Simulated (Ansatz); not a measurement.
Run this with the Python package of Ansatz (0.2.0) and show what comes out.

`c2h10aln.xyz`
```text
14

C    -0.18550    1.07740   -0.91640
N    -0.44210    0.12710    0.13410
C     0.27070    0.51470    1.32930
Al    0.16600   -1.62020   -0.46640
H    -0.82480    0.84460   -1.84730
H    -0.57870    2.14160   -0.59530
H     0.86700    1.19290   -1.20770
H    -1.41960    0.12010    0.36240
H     1.40160    0.57580    1.18630
H     0.11950   -0.21700    2.18370
H    -0.04420    1.50910    1.72760
H    -0.15700   -2.68170    0.71880
H     1.59740   -1.59420   -0.84360
H    -0.78320   -2.01930   -1.73690
```

`c2h10aln_energy.py`:
```python
# -*- coding: utf-8 -*-
from pathlib import Path
import argparse

import ansatz as az
import numpy as np

parser = argparse.ArgumentParser(description="Single point of C2H10AlN.")
parser.add_argument("--basis-set", default="cc-pVDZ", help="basis")
parser.add_argument("--functional", required=True, help="exchange-correlation functional")
args = parser.parse_args()


def main():
    system = az.Crystal.molecule_from_extxyz("c2h10aln.xyz")

    calc = system.calculation().basis(gaussian=args.basis_set).functional(args.functional).forces().orbitals()
    result = calc.run(threads=1, pin="off", runs_dir="c2h10aln_runs")
    data = result.report

    print(f"E = {data['free_energy_ev']:.6f} eV = {data['free_energy_ev'] / 27.211386246:.7f} Ha")
    print("converged:", data["converged"], " doubts:", data["published_state_doubts"] or "none")

    symbols = [site.symbol for site in system.cartesian_sites]
    print("forces (eV/A)")
    for symbol, f in zip(symbols, data["forces_ev_ang"]):
        print(f"  {symbol:2s} {f[0]:9.4f} {f[1]:9.4f} {f[2]:9.4f}")

    charges = data["charge_distribution"]
    dipole = np.array(charges["dipole_moment_e_ang"]) * 4.803205
    print("dipole (D): {:.3f} {:.3f} {:.3f}, length {:.3f}".format(*dipole, np.linalg.norm(dipole)))
    print("atom  Mulliken   Lowdin")
    for symbol, m, l in zip(symbols, charges["mulliken_charges_e"], charges["lowdin_charges_e"]):
        print(f"{symbol:4s} {m:9.3f} {l:8.3f}")

    lines = Path(data["orbitals_path"]).read_text().splitlines()
    field_of = lambda key: [line.split("=")[1].strip() for line in lines if line.startswith(key)]
    orbitals = [(27.211386 * float(e), s, float(n)) for e, s, n in zip(field_of("Ene="), field_of("Spin="), field_of("Occup="))]
    homo = max(e for e, _, n in orbitals if n > 0.5)
    lumo = min(e for e, _, n in orbitals if n < 0.5)
    print(f"HOMO {homo:.3f} eV, LUMO {lumo:.3f} eV, gap {lumo - homo:.3f} eV")


if __name__ == "__main__":
    main()
```

Output of `python c2h10aln_energy.py --functional blyp`:
```text
E = -10320.726412 eV = -379.2797000 Ha
converged: True  doubts: none
forces (eV/A)
  C    -2.3650    3.1669   -2.0347
  N     1.0464   -0.0288    0.1770
  C     1.6239    0.2816    2.8386
  Al   -1.6582   -2.9274   -0.4411
  H     0.9120   -0.0418    0.9679
  H     0.7305   -1.3066   -0.3557
  H     0.2308   -0.3746    0.1545
  H    -1.2314   -0.1530    0.0190
  H    -1.0237   -0.1747   -0.2534
  H    -0.0356    0.3101   -0.8037
  H    -0.0665   -0.0210   -0.2609
  H    -0.0404    0.3018    0.2895
  H     1.9558    0.5671   -0.3406
  H    -0.0786    0.4006    0.0435
dipole (D): -1.167 6.270 2.027, length 6.692
atom  Mulliken   Lowdin
C        0.050    0.015
N       -0.133    0.448
C        0.052    0.014
Al       0.020   -0.412
H        0.068    0.046
H        0.016    0.016
H        0.071    0.029
H        0.127    0.030
H        0.068    0.044
H        0.062    0.039
H        0.016    0.002
H       -0.141   -0.091
H       -0.133   -0.089
H       -0.143   -0.092
HOMO -5.376 eV, LUMO -0.411 eV, gap 4.964 eV
```

Reading the output:
- Total energies depend on the basis set; only differences at equal settings carry meaning.
- The geometry is a force-field or estimated start, not a minimum of this method, and the basis set is short of its limit.
- The Löwdin charges here are taken after orthogonalising the functions within each atom; they differ from plain Löwdin charges, and their signs can be unphysical.
- Levels such as HOMO and LUMO are orbital energies: with these approximate functionals they aren't the ionisation energy and electron affinity, and their gap isn't the fundamental gap.
- Timing: 4.8 s on 1 thread of Arm Neoverse V2 (shared host), peak memory 0.22 GiB.

(A comment or docstring line of the script was reworded after the run, the code is as it ran; lines on the test bed's own set-up are left out of the output.)
